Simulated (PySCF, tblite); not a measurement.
# C6H9Cl: a rotation path, then NMR shifts on frames, part 2 of 2

tblite 0.8.0 and PySCF 2.14.0. Atoms count from 0.

### 5 NMR shieldings: image 4, PBE0/pcSseg-1

The job: settings as JSON, then the geometry in Å.

```
{"job": {"kind": "nmr", "xc": "PBE0", "basis": "pcSseg-1", "pop": false}, "charge": 0, "multiplicity": 1}
C      2.034100    -0.367300     0.745500
C      1.369100    -0.140000    -0.607900
C     -0.100000     0.045500    -0.478300
C     -1.107200     0.297000    -1.319000
C     -2.153000     0.229500    -0.249900
Cl    -3.084400     1.724400     0.033200
C     -0.989000    -0.007000     0.742900
H      3.112200    -0.451700     0.634500
H      1.820500     0.460200     1.418400
H      1.662500    -1.284000     1.198600
H      1.796200     0.742200    -1.094800
H      1.569000    -0.992400    -1.264700
H     -1.188900     0.476600    -2.373400
H     -2.879400    -0.579100    -0.330100
H     -0.843400     0.808200     1.448600
H     -1.025800    -0.953100     1.280200
```

With the program's defaults for keys left out, this is: GIAO PBE0/pcSseg-1 NMR shielding, non-relativistic, gas phase.

The log of the run:

```text
coarse grid: 13720 points
cycle   1  E = -693.6379722540  dE =  9.040e-01  |g| = 3.846e-01  |ddm| = 3.611e+00
cycle   2  E = -693.6403432650  dE = -2.371e-03  |g| = 3.950e-01  |ddm| = 7.580e-01
cycle   3  E = -693.6785259688  dE = -3.818e-02  |g| = 4.058e-02  |ddm| = 3.677e-01
cycle   4  E = -693.6787914122  dE = -2.654e-04  |g| = 2.480e-02  |ddm| = 6.736e-02
cycle   5  E = -693.6789247657  dE = -1.334e-04  |g| = 8.256e-03  |ddm| = 2.894e-02
cycle   6  E = -693.6789403867  dE = -1.562e-05  |g| = 2.348e-03  |ddm| = 9.382e-03
cycle   7  E = -693.6789415208  dE = -1.134e-06  |g| = 7.934e-04  |ddm| = 2.616e-03
final grid: 127344 points
cycle   8  E = -693.7217345562  dE = -3.742e-05  |g| = 8.716e-03  |ddm| = 3.643e-02
cycle   9  E = -693.7217251198  dE =  9.436e-06  |g| = 1.051e-02  |ddm| = 1.899e-02
cycle  10  E = -693.7217535638  dE = -2.844e-05  |g| = 1.455e-03  |ddm| = 1.113e-02
cycle  11  E = -693.7217540029  dE = -4.391e-07  |g| = 4.075e-04  |ddm| = 1.626e-03
cycle  12  E = -693.7217540402  dE = -3.725e-08  |g| = 1.193e-04  |ddm| = 4.311e-04
cycle  13  E = -693.7217540434  dE = -3.217e-09  |g| = 3.165e-05  |ddm| = 1.407e-04
cycle  14  E = -693.7217540437  dE = -2.372e-10  |g| = 6.452e-06  |ddm| = 3.265e-05
converged SCF energy = -693.7217540437

GIAO shielding tensors (ppm)
atom      isotropic    diamagn.    paramagn.     s11        s22        s33       span
  0 C      174.974     247.174     -72.201    165.916    173.627    185.378     19.462
  1 C      162.481     244.450     -81.969    153.846    157.225    176.373     22.526
  2 C       25.184     258.067    -232.883    -93.583     32.075    137.060    230.643
  3 C       47.509     249.699    -202.190    -51.442     57.783    136.186    187.628
  4 C      130.659     252.811    -122.153     99.310    127.740    164.926     65.616
  5 Cl     793.885    1145.662    -351.776    622.547    698.773   1060.336    437.789
  6 C      141.401     245.446    -104.046    118.782    143.646    161.774     42.992
  7 H       30.634      27.589       3.044     26.002     27.844     38.054     12.052
  8 H       30.570      30.024       0.546     26.380     29.673     35.657      9.277
  9 H       30.678      30.064       0.614     26.625     29.224     36.183      9.558
 10 H       29.234      29.130       0.104     24.507     28.741     34.454      9.947
 11 H       29.276      29.212       0.064     24.383     28.668     34.776     10.393
 12 H       25.780      33.285      -7.505     23.862     25.948     27.528      3.666
 13 H       27.107      29.617      -2.511     21.417     26.882     33.022     11.605
 14 H       29.051      29.225      -0.174     25.200     30.207     31.748      6.548
 15 H       28.608      30.120      -1.512     25.020     28.339     32.466      7.446
```

It took 22 s on 1 thread of Intel Xeon Platinum 8375C at 2.90GHz, shared host; peak memory 0.81 GiB.

In short: δ C2 161.7, C3 139.4, C4 56.3, C6 45.5, H12 5.94, H13 4.61 ppm.

### 6 Nuclear shieldings: image 6, PBE0/pcSseg-1

The job: settings as JSON, then the geometry in Å.

```
{"job": {"kind": "nmr", "xc": "PBE0", "basis": "pcSseg-1", "pop": false}, "charge": 0, "multiplicity": 1}
C      2.019000    -0.585900     0.683300
C      1.387200     0.024700    -0.564700
C     -0.090300     0.117400    -0.447300
C     -1.114800     0.116900    -1.304000
C     -2.151100     0.187300    -0.225300
Cl    -3.205500     1.626200    -0.238100
C     -0.970600     0.248500     0.775300
H      3.102400    -0.599300     0.596000
H      1.751000    -0.009600     1.566300
H      1.672100    -1.608300     0.819000
H      1.789800     1.031000    -0.723000
H      1.642600    -0.569200    -1.445800
H     -1.210800     0.077900    -2.371800
H     -2.807300    -0.677800    -0.127500
H     -0.886400     1.199200     1.298500
H     -0.934900    -0.569900     1.492900
```

Method: GIAO PBE0/pcSseg-1 NMR shielding, non-relativistic, gas phase.

The log of the run:

```text
coarse grid: 13720 points
cycle   1  E = -693.6407765711  dE =  9.001e-01  |g| = 3.825e-01  |ddm| = 3.603e+00
cycle   2  E = -693.6432354597  dE = -2.459e-03  |g| = 3.924e-01  |ddm| = 7.565e-01
cycle   3  E = -693.6809002146  dE = -3.766e-02  |g| = 4.214e-02  |ddm| = 3.663e-01
cycle   4  E = -693.6811727069  dE = -2.725e-04  |g| = 2.687e-02  |ddm| = 7.054e-02
cycle   5  E = -693.6813315064  dE = -1.588e-04  |g| = 8.610e-03  |ddm| = 3.083e-02
cycle   6  E = -693.6813486666  dE = -1.716e-05  |g| = 2.279e-03  |ddm| = 9.540e-03
cycle   7  E = -693.6813497273  dE = -1.061e-06  |g| = 7.724e-04  |ddm| = 2.610e-03
final grid: 127344 points
cycle   8  E = -693.7230691683  dE = -3.916e-05  |g| = 8.599e-03  |ddm| = 3.567e-02
cycle   9  E = -693.7230598511  dE =  9.317e-06  |g| = 1.038e-02  |ddm| = 1.877e-02
cycle  10  E = -693.7230876979  dE = -2.785e-05  |g| = 1.412e-03  |ddm| = 1.105e-02
cycle  11  E = -693.7230881098  dE = -4.119e-07  |g| = 3.944e-04  |ddm| = 1.576e-03
cycle  12  E = -693.7230881445  dE = -3.471e-08  |g| = 1.172e-04  |ddm| = 4.165e-04
cycle  13  E = -693.7230881476  dE = -3.110e-09  |g| = 3.111e-05  |ddm| = 1.405e-04
cycle  14  E = -693.7230881479  dE = -2.292e-10  |g| = 6.539e-06  |ddm| = 3.245e-05
converged SCF energy = -693.7230881479

GIAO shielding tensors (ppm)
atom      isotropic    diamagn.    paramagn.     s11        s22        s33       span
  0 C      174.266     247.221     -72.955    166.516    171.549    184.732     18.216
  1 C      160.674     244.446     -83.772    148.404    159.226    174.391     25.987
  2 C       25.054     258.332    -233.278    -94.947     31.088    139.020    233.966
  3 C       47.614     249.608    -201.994    -49.946     57.526    135.261    185.206
  4 C      130.398     252.238    -121.840     99.512    127.480    164.202     64.690
  5 Cl     795.272    1145.511    -350.239    628.028    698.521   1059.266    431.238
  6 C      141.758     245.664    -103.906    118.528    145.492    161.255     42.727
  7 H       30.567      27.710       2.857     26.051     27.775     37.876     11.825
  8 H       30.576      30.166       0.410     26.285     30.073     35.372      9.087
  9 H       30.837      29.942       0.895     26.978     28.768     36.765      9.786
 10 H       29.356      29.021       0.335     24.597     28.511     34.959     10.362
 11 H       29.269      29.603      -0.333     24.791     28.871     34.145      9.354
 12 H       25.725      33.250      -7.525     23.945     25.863     27.366      3.421
 13 H       27.095      29.496      -2.401     21.363     26.970     32.952     11.588
 14 H       29.166      29.154       0.012     25.276     30.035     32.188      6.913
 15 H       28.612      30.247      -1.635     25.064     28.370     32.402      7.338
```

Run time: 22 s. Hardware: 1 thread of Intel Xeon Platinum 8375C at 2.90GHz, shared host; peak memory 0.81 GiB.

Key values: δ C2 161.9, C3 139.3, C4 56.5, C6 45.2, H12 5.99, H13 4.62 ppm.

### 7 Nuclear shieldings: image 8, PBE0/pcSseg-1

The job: settings as JSON, then the geometry in Å.

```
{"job": {"kind": "nmr", "xc": "PBE0", "basis": "pcSseg-1", "pop": false}, "charge": 0, "multiplicity": 1}
C      2.015400    -0.785700     0.544800
C      1.399600     0.191600    -0.458200
C     -0.081500     0.190500    -0.379000
C     -1.081400    -0.088900    -1.218200
C     -2.147100     0.144900    -0.191900
Cl    -3.268500     1.485400    -0.542700
C     -0.998400     0.504800     0.782000
H      3.099500    -0.773600     0.465600
H      1.740800    -0.512000     1.560600
H      1.665200    -1.796600     0.349900
H      1.765200     1.199500    -0.240500
H      1.705100    -0.072900    -1.472500
H     -1.149600    -0.371200    -2.251400
H     -2.760800    -0.711800     0.084800
H     -0.997400     1.546400     1.095900
H     -0.913800    -0.141300     1.654500
```

With the program's defaults for keys left out, this is: GIAO PBE0/pcSseg-1 NMR shielding, non-relativistic, gas phase.

The log of the run:

```text
coarse grid: 13720 points
cycle   1  E = -693.6423548588  dE =  8.998e-01  |g| = 3.808e-01  |ddm| = 3.593e+00
cycle   2  E = -693.6445333556  dE = -2.178e-03  |g| = 3.917e-01  |ddm| = 7.574e-01
cycle   3  E = -693.6820845966  dE = -3.755e-02  |g| = 4.544e-02  |ddm| = 3.680e-01
cycle   4  E = -693.6823826516  dE = -2.981e-04  |g| = 3.035e-02  |ddm| = 7.556e-02
cycle   5  E = -693.6825903579  dE = -2.077e-04  |g| = 8.856e-03  |ddm| = 3.348e-02
cycle   6  E = -693.6826086940  dE = -1.834e-05  |g| = 2.146e-03  |ddm| = 9.687e-03
cycle   7  E = -693.6826096154  dE = -9.214e-07  |g| = 7.380e-04  |ddm| = 2.526e-03
final grid: 127344 points
cycle   8  E = -693.7242339678  dE = -3.787e-05  |g| = 8.568e-03  |ddm| = 3.455e-02
cycle   9  E = -693.7242247510  dE =  9.217e-06  |g| = 1.034e-02  |ddm| = 1.859e-02
cycle  10  E = -693.7242524166  dE = -2.767e-05  |g| = 1.358e-03  |ddm| = 1.092e-02
cycle  11  E = -693.7242527897  dE = -3.731e-07  |g| = 3.941e-04  |ddm| = 1.514e-03
cycle  12  E = -693.7242528244  dE = -3.468e-08  |g| = 1.135e-04  |ddm| = 4.153e-04
cycle  13  E = -693.7242528273  dE = -2.920e-09  |g| = 3.172e-05  |ddm| = 1.357e-04
cycle  14  E = -693.7242528276  dE = -2.403e-10  |g| = 6.629e-06  |ddm| = 3.303e-05
converged SCF energy = -693.7242528276

GIAO shielding tensors (ppm)
atom      isotropic    diamagn.    paramagn.     s11        s22        s33       span
  0 C      172.826     246.949     -74.123    162.912    169.392    186.174     23.261
  1 C      157.865     244.510     -86.645    143.301    158.675    171.618     28.318
  2 C       23.758     258.359    -234.601   -100.220     28.119    143.376    243.595
  3 C       47.894     249.593    -201.699    -46.676     56.730    133.628    180.304
  4 C      130.126     252.165    -122.039     99.880    127.452    163.045     63.165
  5 Cl     791.661    1145.450    -353.789    620.080    695.365   1059.539    439.459
  6 C      142.063     246.041    -103.977    117.694    148.736    159.760     42.066
  7 H       30.487      27.820       2.667     26.136     27.618     37.707     11.570
  8 H       30.536      30.098       0.438     26.143     29.921     35.544      9.401
  9 H       30.952      29.815       1.137     27.050     29.045     36.762      9.712
 10 H       29.540      29.354       0.187     25.260     28.486     34.875      9.616
 11 H       29.354      29.884      -0.531     25.028     28.939     34.094      9.066
 12 H       25.689      33.290      -7.601     23.970     25.957     27.140      3.170
 13 H       27.106      29.473      -2.368     21.432     27.018     32.867     11.436
 14 H       29.313      29.177       0.136     25.502     29.755     32.683      7.182
 15 H       28.533      30.198      -1.666     25.268     27.992     32.338      7.070
```

Run time: 29 s. Hardware: 1 thread of Intel Xeon Platinum 8375C at 2.90GHz, shared host; peak memory 0.81 GiB.

This run: δ C2 163.2, C3 139.0, C4 56.8, C6 44.9, H12 6.03, H13 4.61 ppm.

### 8 Side by side: NMR shifts

Shifts (ppm) of some atoms, chosen among heavy atoms and hydrogens apart, with basis size and wall time:

| frame | C2 | C4 | C1 | C0 | H11 | H9 | Cl5 | functions | time |
| --- | --- | --- | --- | --- | --- | --- | --- | --- | --- |
| image 0 | 163.1 | 56.9 | 28.8 | 14.7 | 2.04 | 1.21 | 159 | 171 | 30 s |
| image 2 | 162.1 | 56.8 | 26.6 | 13.3 | 2.24 | 1.11 | 159 | 171 | 25 s |
| image 4 | 161.7 | 56.3 | 24.4 | 12.0 | 2.44 | 1.04 | 156 | 171 | 22 s |
| image 6 | 161.9 | 56.5 | 26.3 | 12.7 | 2.45 | 0.88 | 155 | 171 | 22 s |
| image 8 | 163.2 | 56.8 | 29.1 | 14.1 | 2.36 | 0.76 | 158 | 171 | 29 s |

### 9 Results

What follows sums up all 2 parts.

| quantity | value |
| --- | --- |
| barrier | 0.034 eV (0.8 kcal/mol) at image 4 |
| end to end (GFN2-xTB) | 0.001 eV |
| 13C shifts against TMS (PBE0/pcSseg-1, image 0) | 163.1, 139.1, 56.9, 45.1, 28.8, 14.7 ppm |
| 1H shifts against TMS (PBE0/pcSseg-1, image 0) | 6.02, 4.67, 2.89, 2.67, 2.34, 2.04, 1.25, 1.21, 0.97 ppm |
| 35Cl shifts against HCl (PBE0/pcSseg-1, image 0) | 159 ppm |
| range of the shift of C1 | 24.4 to 29.1 ppm |

**Reading.** Along the band the dihedral turns by 120°, and the top (dihedral -2°) lies 0.8 kcal/mol above the start (GFN2-xTB, rough), so at room temperature this motion is fast. The top was not checked by a frequency run. Shifts at one fixed geometry are not the observed spectrum, which averages over the motion. In the first frame run (image 0): The widest tensor belongs to Cl5: span 437 ppm, with a paramagnetic part of -355 ppm. Across the 5 runs the shift of C1 moves most, between 24.4 (image 4) and 29.1 ppm (image 8).
